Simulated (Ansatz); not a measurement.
# C2H2Br: the cost of one run

Program: Ansatz 0.2.0. Level of theory: UKS BHLYP-D4/def2-SVP. These are calculated values, not measurements.

**1. Starting point**

Bond lengths: C1–C2 1.297 Å, C2–Br3 1.827 Å, C1–H4 1.088 Å, C1–H5 1.079 Å. Angles: C1–C2–Br3 136.8°, C2–C1–H4 124.6°, C2–C1–H5 120.2°, H4–C1–H5 115.1°.

As a file:

```xyz
5

C     0.5637   -0.1502   -0.1559
C    -0.6812   -0.3586    0.1445
Br   -2.1294    0.6590    0.5961
H     1.0346    0.8298   -0.1958
H     1.2123   -0.9799   -0.3888
```

**2. Relaxing end A**

Input file input.yaml:

```yaml
crystal:
  periodic: [false, false, false]
  atoms:
    - { symbol: C, position_ang: [0.56369, -0.15023, -0.15594] }
    - { symbol: C, position_ang: [-0.68115, -0.35863, 0.1445] }
    - { symbol: Br, position_ang: [-2.12939, 0.65896, 0.59608] }
    - { symbol: H, position_ang: [1.03456, 0.82979, -0.19584] }
    - { symbol: H, position_ang: [1.21229, -0.9799, -0.38879] }
magnetization:
  spin_polarized: true
  initial_magnetization: 1
basis:
  gaussian: { orbitals: def2-SVP }
hamiltonian:
  xc: { name: BHLYP }
  dispersion: d4
relax:
  f_tol: 0.02
  max_steps: 50
```

Command:

```bash
$ ansatz run input.yaml --threads 2 --pin off --max-ram 3072MiB --backend cpu --events-out ev --progress --plain --runs-dir out
```

**Question.** How long does this run take on 2 threads of Arm Neoverse V2, shared host, and how much memory does it need?

About 8.7 s, with a peak of 0.18 GiB.
